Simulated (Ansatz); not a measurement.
# C₂H₄BNO: up Jacob's ladder to CCSD(T)

How much do the methods differ for C₂H₄BNO? The plan is to run it at one geometry with functionals of several rungs and with coupled cluster, and see how far each lands from CCSD(T) at the basis-set limit for the atomisation energy.

The runs use Ansatz 0.2.0, Gaussian basis; functionals in def2-TZVPP, the program's frozen cores in correlated methods.

Levels to be run: LDA (SPW92), PBE-D4, revPBE-D4, BLYP-D4, r2SCAN-D4, B97M-V, PBE0-D4, B3LYP-D4, r2SCANh-D4, r2SCAN0-D4, HSE06-D4, BHLYP-D4, CAM-B3LYP-D4, LC-ωPBE, ωB97X-V, ωB97M-V, B2PLYP, PBE-QIDH; CCSD(T)/def2-SVP; CCSD(T)/def2-TZVPP; MP2/def2-QZVPP; extrapolation to the limit; RPA on PBE.

**1. The geometry**

An earlier PBE0-D4 in a triple-zeta def2 set relaxation fixed the geometry.

SMILES `NB1CC1=O`, 9 atoms, charge 0, spin multiplicity 1.

Atoms are counted from 1 here; the program's logs count them from 0.

Bond lengths: N1–B2 1.371 Å, N1–H6 1.008 Å, N1–H7 1.006 Å, B2–C3 1.566 Å, B2–C4 1.538 Å, C3–C4 1.515 Å, C3–H8 1.090 Å, C3–H9 1.094 Å, C4–O5 1.197 Å. Angles: B2–N1–H6 122.9°, B2–N1–H7 122.9°, H6–N1–H7 114.2°, N1–B2–C3 146.1°, N1–B2–C4 155.4°, C3–B2–C4 58.4°, B2–C3–C4 59.9°, B2–C3–H8 126.2°, B2–C3–H9 114.8°, C4–C3–H8 119.9°, C4–C3–H9 113.5°, H8–C3–H9 112.4°, B2–C4–C3 61.7°, B2–C4–O5 158.2°, C3–C4–O5 139.3°.

Geometry (Å):

```xyz
9
C2H4BNO
N    -0.6769    1.4211   -0.6459
B    -0.0548    0.2668   -0.2439
C     0.1467   -0.7655    0.9166
C     0.8215   -0.9850   -0.4224
O     1.4604   -1.8225   -0.9908
H    -1.3201    1.9296   -0.0599
H    -0.5305    1.8330   -1.5525
H    -0.5920   -1.4814    1.2773
H     0.8343   -0.4425    1.7044
```

**2. LDA**

This LDA is Slater exchange with PW92 correlation.

in.yaml

```yaml
crystal:
  periodic: [false, false, false]
  atoms:
    - {symbol: N, position_ang: [-0.676926, 1.421080, -0.645907]}
    - {symbol: B, position_ang: [-0.054815, 0.266833, -0.243913]}
    - {symbol: C, position_ang: [0.146716, -0.765467, 0.916586]}
    - {symbol: C, position_ang: [0.821512, -0.985002, -0.422390]}
    - {symbol: O, position_ang: [1.460367, -1.822481, -0.990804]}
    - {symbol: H, position_ang: [-1.320068, 1.929625, -0.059896]}
    - {symbol: H, position_ang: [-0.530507, 1.833031, -1.552477]}
    - {symbol: H, position_ang: [-0.592042, -1.481437, 1.277317]}
    - {symbol: H, position_ang: [0.834263, -0.442480, 1.704382]}
basis:
  gaussian: {orbitals: def2-TZVPP}
hamiltonian: {xc: lda}
output: {orbitals: {seedname: orbitals}}
```

Command:

```
$ ansatz run in.yaml --threads 2 --pin off --events-out ev --progress --plain --max-ram 4352MiB
```

The runs that follow: PBE-D4 (GGA); revPBE-D4 (GGA); BLYP-D4 (GGA); r2SCAN-D4 (meta-GGA); B97M-V (meta-GGA); PBE0-D4 (hybrid); B3LYP-D4 (hybrid); r2SCANh-D4 (hybrid); r2SCAN0-D4 (hybrid); HSE06-D4 (hybrid); BHLYP-D4 (hybrid); CAM-B3LYP-D4 (range-separated); LC-ωPBE (range-separated); ωB97X-V (range-separated); ωB97M-V (range-separated); B2PLYP (double hybrid); PBE-QIDH (double hybrid); CCSD(T) in def2-SVP; CCSD(T) in def2-TZVPP; MP2 in def2-QZVPP; RPA on PBE orbitals.

**Question.** What will the summary of the whole plan be? Wanted: atomisation energy, CCSD(T)/CBS; farthest beyond LDA; mean size of error, GGA; mean size of error, meta-GGA; mean size of error, hybrid; mean size of error, range-separated; mean size of error, double hybrid; gap, smallest and largest; T1 diagnostic.

As calculated:

| quantity | value |
| --- | --- |
| atomisation energy, CCSD(T)/CBS | 38.532 eV |
| functionals within 0.193 eV (0.5 %) | r2SCANh-D4, B2PLYP, PBE-QIDH |
| farthest beyond LDA | PBE-D4 (+2.021 eV) |
| mean size of error, GGA | 1.180 eV |
| mean size of error, meta-GGA | 0.526 eV |
| mean size of error, hybrid | 0.647 eV |
| mean size of error, range-separated | 0.497 eV |
| mean size of error, double hybrid | 0.043 eV |
| gap, smallest and largest | 1.73 eV (LDA (SPW92)), 9.28 eV (LC-ωPBE) |
| T1 diagnostic | 0.0159 |
| triples share of the correlation energy | 4.4 % |

In words: LDA overbinds by 7.166 eV (19 %). PBE-D4 misses by +2.021 eV. Double hybrids carry the basis error of their MP2 part in triple zeta, and no dispersion term here, so their miss is partly the set-up's. By mean error the best rung here is double hybrid (0.043 eV) and the worst beyond LDA is GGA (1.180 eV). The reference freezes the cores and leaves out relativity and excitations past (T), so misses under about 0.193 eV can't be ranked. Hartree-Fock recovers 69 % of the binding; the rest is correlation. CCSD(T) in def2-SVP is off by -1.854 eV, worse than the median functional, from the basis alone. Orbital gaps span 1.7 to 9.3 eV; exact exchange widens them.
